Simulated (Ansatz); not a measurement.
# K+ with HBr: structure and interaction energy

The task here is to estimate one member of a computed series from the others.

Method: PBE0-D4 structure, single points in def2-TZVPPD; program: Ansatz 0.2.0, Gaussian basis.

Levels: PBE-D4, revPBE-D4, BLYP-D4, r2SCAN-D4, B97M-V, PBE0-D4, B3LYP-D4, HSE06-D4, wB97X-V, wB97M-V, B2PLYP, Hartree-Fock, MP2, CCSD, CCSD(T). The reference is CCSD(T) extrapolated to the basis limit. For elements past Ar these valence bases correlate outer-core shells poorly and lack relativity, so that limit is rough.

Correlated methods freeze the cores. Filled d shells of the heavier atoms are correlated. The outer core shell of Li, Na, Mg and K is correlated. B3LYP uses VWN-RPA correlation. B2PLYP carries no dispersion term here.

163 further runs of the same task are left out: 163 set aside as unsound or not needed.

### The starting structure

The pair, from a GFN2-xTB docking trial: 3 atoms, charge 1, spin multiplicity 1.

Atoms are counted from 1 here; the program's logs count them from 0.

Bond lengths: K1–Br2 3.092 Å, Br2–H3 1.392 Å. Angles: K1–Br2–H3 140.6°.

Geometry (Å):

```csv
atom,x (Å),y (Å),z (Å)
K1,-0.0776,0.1810,-2.4298
Br2,-0.1265,0.2951,0.6597
H3,0.2040,-0.4761,1.7701
```

Atoms 1 to 1 are fragment A (K+), the rest fragment B (HBr).

Set-up of the first run:

pre/in.yaml reads:

```yaml
crystal:
  periodic: [false, false, false]
  atoms:
    - {symbol: K, position_ang: [-0.077600, 0.181000, -2.429800]}
    - {symbol: Br, position_ang: [-0.126500, 0.295100, 0.659700]}
    - {symbol: H, position_ang: [0.204000, -0.476100, 1.770100]}
basis:
  gaussian: {orbitals: def2-SVP}
total_charge: 1
hamiltonian: {xc: pbe, dispersion: d4}
relax: {f_tol: 0.03, max_steps: 250}
```

Command:

```sh
$ ansatz run in.yaml --threads 2 --pin off --events-out ev --progress --plain --max-ram 5222MiB
```

Among the steps run: A first relaxation in a small basis; Relaxation at PBE0-D4; wB97X-V/def2-TZVPPD; wB97M-V/def2-TZVPPD; B2PLYP/def2-TZVPPD; B97M-V/def2-TZVPPD; CCSD(T)/def2-TZVPPD; Vibrations of the pair.

One of the session's tables, all rows but one given; the rest of the session is left out.

| method | interaction (kJ/mol) |
| --- | --- |
| PBE-D4 | -31.54 |
| revPBE-D4 | -28.97 |
| BLYP-D4 | -30.37 |
| r2SCAN-D4 | -28.72 |
| B97M-V | -29.37 |
| PBE0-D4 | ? |
| B3LYP-D4 | -30.76 |
| HSE06-D4 | -30.78 |
| wB97X-V | -29.59 |
| wB97M-V | -29.56 |
| B2PLYP | -27.28 |
| Hartree-Fock | -23.50 |
| MP2 | -27.11 |
| CCSD | -25.84 |
| CCSD(T) | -26.13 |
| CCSD(T)/CBS | -29.97 |

Estimate the missing values for PBE0-D4.

The run gave: interaction (kJ/mol): -30.68. In the column «interaction (kJ/mol)» it lies between B3LYP-D4 (-30.76) and BLYP-D4 (-30.37).
